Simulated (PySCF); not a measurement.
**CH₅FGe: geometry, NMR shifts, spin-spin couplings, electronic excitations and core binding energies**

Aim: predict the NMR shifts, spin-spin couplings, electronic excitations and core binding energies of CH₅FGe (`F[CH2][GeH3]`).

Computed with PySCF 2.14.0, with density-fitted response routines of our own, on a single molecule in the gas phase. Atoms are numbered from 0 throughout.

## (1) The starting structure

8 atoms, charge 0, multiplicity 1; geometry from: GFN2-xTB.

Bonds of the start (Å): F0–C1 1.38, C1–Ge2 1.98, C1–H3 1.09, C1–H4 1.09, Ge2–H5 1.49, Ge2–H6 1.49, Ge2–H7 1.49.

## (2) Geometry optimisation at PBE0-D3(BJ)/def2-SVP

What the job is given:

```
{"job": {"xc": "PBE0", "basis": "def2-SVP", "d3": "d3bj", "grid": 1, "kind": "geom"}, "charge": 0, "multiplicity": 1}
F     -1.496700     0.906991     0.800131
C     -1.014748    -0.061371    -0.054961
Ge     0.964847    -0.005063    -0.011776
H     -1.419651    -1.016951     0.288979
H     -1.423990     0.158180    -1.044683
H      1.513026    -1.046609    -0.930442
H      1.440644     1.338818    -0.446206
H      1.445630    -0.264583     1.374391
```

**Question.** This job is followed by: GIAO PBE0/pcSseg-1 NMR shielding, non-relativistic, gas phase; B3LYP/pcJ-1 Ge:pcSseg-1 indirect spin-spin coupling, non-relativistic, gas phase; TDDFT CAM-B3LYP/def2-SVPD, vertical, gas phase, core orbitals frozen in the response; GIAO HF/pcSseg-2 NMR shielding, non-relativistic, gas phase; delta-SCF UKS SCAN, pcX-2 on the ionised atom, pcseg-1 elsewhere, spin-free X2C. Predict these results of the whole session: point group; rotational constants (main isotopes); 13C shifts against TMS (PBE0/pcSseg-1); 1H shifts against TMS (PBE0/pcSseg-1, means over atoms taken as alike); 19F shifts against CFCl3 (PBE0/pcSseg-1); 73Ge shifts against GeMe4 (PBE0/pcSseg-1); largest coupling of the table (B3LYP/pcSseg-1+pcJ-1); lowest singlet (CAM-B3LYP/def2-SVPD); brightest single state of those computed; lowest triplet; vertical ionisation energy (ΔSCF); F1s binding energies, SCAN/pcX-2; C1s binding energies, SCAN/pcX-2; range of the shift of F0.

**Answer**, as computed:

```
                                                              quantity                        value
                                                           point group                           Cs
                                  rotational constants (main isotopes)        26.25, 3.53, 3.30 GHz
                                13C shifts against TMS (PBE0/pcSseg-1)                     75.5 ppm
1H shifts against TMS (PBE0/pcSseg-1, means over atoms taken as alike)               4.88, 3.96 ppm
                              19F shifts against CFCl3 (PBE0/pcSseg-1)                   -284.0 ppm
                             73Ge shifts against GeMe4 (PBE0/pcSseg-1)                     -236 ppm
                  largest coupling of the table (B3LYP/pcSseg-1+pcJ-1)     1J(F,C) F0–C1, -256.5 Hz
                                  lowest singlet (CAM-B3LYP/def2-SVPD)  7.79 eV (159 nm), f = 0.033
                              brightest single state of those computed  state 3, 8.62 eV, f = 0.296
                                                        lowest triplet                      7.33 eV
                                     vertical ionisation energy (ΔSCF)                     11.03 eV
                                      F1s binding energies, SCAN/pcX-2                 F0 692.52 eV
                                      C1s binding energies, SCAN/pcX-2                 C1 292.76 eV
                                              range of the shift of F0         -284.0 to -244.3 ppm
```

The optimisation took 3 steps and gained 0.083 eV; among the close pairs (by a distance rule), Ge2–H5 changed most, from 1.493 to 1.540 Å. No frequency check was run at this level, so the end point may be a saddle. The most deshielded hydrogen is H3, H4 (mean) (hydrogen on an sp3 CH2 bonded to F and Ge), at 4.88 ppm: its carbon carries F, which withdraws density. At PBE0/pcSseg-1: Shielding is most anisotropic at Ge2 (span 159 ppm, paramagnetic term -1190 ppm). In the run at B3LYP/pcSseg-1+pcJ-1, the largest coupling of the table is F0–C1, -256.5 Hz, of which the Fermi-contact term gives -310.3 Hz. The first singlet state (HOMO→LUMO 0.66, HOMO→LUMO+1 0.24) lies at 7.79 eV and is weak; of the 10 states computed, the strongest absorption comes from state 3 at 8.62 eV. The lowest triplet lies 0.45 eV below the lowest singlet (triplets in Tamm-Dancoff, singlets in full TDDFT). The orbital energy would give 9.97 eV for ionisation, ΔSCF gives 11.03 eV. In ppm, F0 moves most: its shift spreads over 39.7 ppm, from -284.0 (PBE0/pcSseg-1) to -244.3 (HF/pcSseg-2). Spin-orbit coupling is left out, which matters for shieldings and couplings at and beside the heavy atoms.
